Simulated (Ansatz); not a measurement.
Debugging a ladder of basis sets of ClHSb, SMILES [Cl][SbH] (Ansatz's Python interface).

`basis_clhsb.py`
```python
import ansatz as az

mol = (
    az.Crystal.molecule()
    .atom('Cl', [1.4895, 0.3564, 0.8453])
    .atom('Sb', [-0.671, 0.6555, -0.2932])
    .atom('H', [-0.8294, -1.0767, -0.5654])
)

calc = (
    mol.calculation()
    .functional('pbe0', dispersion='d4')
    .spin('collinear', total=1)
)

energies = {}
for basis in ['def2-SVP', 'def2-SVPD', 'def2-TZVP', 'def2-TZVPP']:
    report = calc.basis(gaussian=basis).run().report()
    size = report['n_frozen'] + report['n_occupied'][0] + report['n_virtual'][0]
    energies[basis] = (report['reference_energy_ev'] / 27.211386246, report['free_energy_ev'] / 27.211386246)
    print(f'{basis:14s} {size:4d} orbitals  reference {energies[basis][0]:14.6f} Ha  total {energies[basis][1]:14.6f} Ha')

last = energies['def2-TZVPP'][1]
for basis, (_, total) in energies.items():
    print(f'{basis:14s} lies {27.211386 * (total - last):9.4f} eV above def2-TZVPP')
```

```console
$ python basis_clhsb.py
Traceback (most recent call last):
  File "basis_clhsb.py", line 18, in <module>
    report = calc.basis(gaussian=basis).run().report()
TypeError: 'dict' object is not callable
$ echo $?
1
```

Why does it end like this?

The fault: report is a dict, not a method. Mended:

```diff
--- before
+++ after
@@ -17,3 +17,3 @@
 for basis in ['def2-SVP', 'def2-SVPD', 'def2-TZVP', 'def2-TZVPP']:
-    report = calc.basis(gaussian=basis).run().report()
+    report = calc.basis(gaussian=basis).run().report
     size = report['n_frozen'] + report['n_occupied'][0] + report['n_virtual'][0]
```

With that change:

Output of `python basis_clhsb.py`:
```text
def2-SVP         49 orbitals  reference    -700.762857 Ha  total    -700.764722 Ha
def2-SVPD        67 orbitals  reference    -700.774165 Ha  total    -700.776029 Ha
def2-TZVP        93 orbitals  reference    -700.932526 Ha  total    -700.934391 Ha
def2-TZVPP      106 orbitals  reference    -700.932775 Ha  total    -700.934640 Ha
def2-SVP       lies    4.6237 eV above def2-TZVPP
def2-SVPD      lies    4.3160 eV above def2-TZVPP
def2-TZVP      lies    0.0068 eV above def2-TZVPP
def2-TZVPP     lies    0.0000 eV above def2-TZVPP
```

Caveats:
- The drop along the ladder measures the basis error, and is no property of the molecule.
- The geometry is a force-field or estimated start, not a minimum of this method, and the last set is no limit. Much of the fall in a total is atomic energy, which cancels in bond and reaction energies.
- def2 sets replace the cores of elements past krypton by effective core potentials.
- The run takes the species as open-shell (spin multiplicity 2), which needn't be its ground state.
- Total less reference energy is the dispersion correction.
- Hardware and time: 12 s on 1 thread of Arm Neoverse V1, on a shared host, peak memory 0.28 GiB.
